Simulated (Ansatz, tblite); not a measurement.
# Cis-NiBr2(PH3)2 (Br₂H₆NiP₂): rung by rung

An exercise on one series of results from a longer session: the logs are not shown, and one member is left open.

Program: Ansatz 0.2.0, Gaussian basis. Level of theory: as each input shows. These are calculated values, not measurements.

The runs, in order: GFN1-xTB, GFN2-xTB, PBE-D4/def2-TZVP, r2SCAN-D4/def2-TZVP, HSE06-D4/def2-TZVP, CAM-B3LYP-D4/def2-TZVP, r2SCANh-D4/def2-TZVP, PBE-D4/def2-SVP, PBE0-D4/def2-SVP, MP2/def2-TZVP, RPA/def2-TZVP.

3 further runs of the same task are left out: 3 set aside as unsound or not needed.

**The relaxed structure**

The singlet was relaxed beforehand with r2SCAN-D4/def2-SVP.

11 atoms, charge 0, spin multiplicity 1.

Bond lengths: Br1–Ni3 2.323 Å, Br2–Ni3 2.323 Å, Ni3–P4 2.123 Å, Ni3–P5 2.123 Å, P4–H6 1.433 Å, P4–H7 1.417 Å, P4–H8 1.417 Å, P5–H9 1.417 Å, P5–H10 1.417 Å, P5–H11 1.433 Å. Angles: Br1–Ni3–Br2 96.1°, Br1–Ni3–P4 178.7°, Br1–Ni3–P5 82.5°, Br2–Ni3–P4 82.5°, Br2–Ni3–P5 178.7°, P4–Ni3–P5 98.8°, Ni3–P4–H6 120.5°, Ni3–P4–H7 117.6°, Ni3–P4–H8 117.8°, H6–P4–H7 98.5°, H6–P4–H8 98.6°, H7–P4–H8 99.9°, Ni3–P5–H9 117.6°, Ni3–P5–H10 117.7°, Ni3–P5–H11 120.5°, H9–P5–H10 99.9°, H9–P5–H11 98.5°, H10–P5–H11 98.6°.

No spin-orbit coupling is included.

PBE0-D4/def2-TZVP was run before; its log isn't repeated, and its numbers join the tables.

Set-up of the first run:

Tight binding, by tblite at 300 K electronic temperature and without a spin-polarisation term:

```python
tblite.interface.Calculator('GFN1-xTB', numbers, positions, charge=0, uhf=0).singlepoint()
```

Tight binding, by tblite at 300 K electronic temperature and without a spin-polarisation term:

```python
tblite.interface.Calculator('GFN2-xTB', numbers, positions, charge=0, uhf=0).singlepoint()
```

start.molden holds the orbitals of an earlier run on this state, given as this run's starting guess.

Contents of in.yaml:

```yaml
crystal:
  periodic: [false, false, false]
  atoms:
    - {symbol: Br, position_ang: [2.999314, 0.549027, -0.048539]}
    - {symbol: Br, position_ang: [0.564946, 2.991335, 0.180170]}
    - {symbol: Ni, position_ang: [0.681359, 0.676693, 0.026267]}
    - {symbol: P, position_ang: [-1.434087, 0.842590, 0.089231]}
    - {symbol: P, position_ang: [0.836667, -1.436067, -0.110573]}
    - {symbol: H, position_ang: [-2.256507, -0.329435, 0.036434]}
    - {symbol: H, position_ang: [-2.064677, 1.588432, -0.937567]}
    - {symbol: H, position_ang: [-2.014723, 1.456856, 1.226571]}
    - {symbol: H, position_ang: [1.544396, -2.110914, 0.915018]}
    - {symbol: H, position_ang: [1.484683, -1.977139, -1.248738]}
    - {symbol: H, position_ang: [-0.341370, -2.251376, -0.128273]}
basis:
  gaussian: {orbitals: def2-TZVP, initial_orbitals: start.molden}
hamiltonian: {xc: pbe, dispersion: d4}
scf: {omitted_lower_state_checks: [starts]}
output: {forces: true, orbitals: {seedname: orbitals}}
```

Command:

```
$ ansatz run in.yaml --threads 4 --pin off --events-out ev --progress --plain --max-ram 4787MiB
```

Among the steps run: PBE-D4/def2-TZVP; r2SCAN-D4/def2-TZVP; HSE06-D4/def2-TZVP; CAM-B3LYP-D4/def2-TZVP; r2SCANh-D4/def2-TZVP; PBE-D4/def2-SVP; PBE0-D4/def2-SVP; MP2/def2-TZVP; RPA/def2-TZVP.

One table of the session follows, with a row left open; its other results are not shown here.

It belongs to the step «Binding energy». 

| level | binding an atom (eV) |
| --- | --- |
| HF/def2-TZVP | 1.523 |
| PBE-D4/def2-SVP | 2.782 |
| PBE-D4/def2-TZVP | 2.760 |
| r2SCAN-D4/def2-TZVP | 2.737 |
| r2SCANh-D4/def2-TZVP | 2.689 |
| PBE0-D4/def2-SVP | ? |
| PBE0-D4/def2-TZVP | 2.634 |
| HSE06-D4/def2-TZVP | 2.634 |
| CAM-B3LYP-D4/def2-TZVP | 2.648 |
| MP2/def2-TZVP | 2.527 |

Q: Estimate the row for PBE0-D4/def2-SVP from the others.

**Answer.** binding an atom (eV): 2.631. In the column «binding an atom (eV)» it lies between MP2/def2-TZVP (2.527) and PBE0-D4/def2-TZVP (2.634).

To keep in mind: Free atoms were run apart at each level; binding is atoms less cluster, divided by the number of atoms, without zero-point or spin-orbit terms.
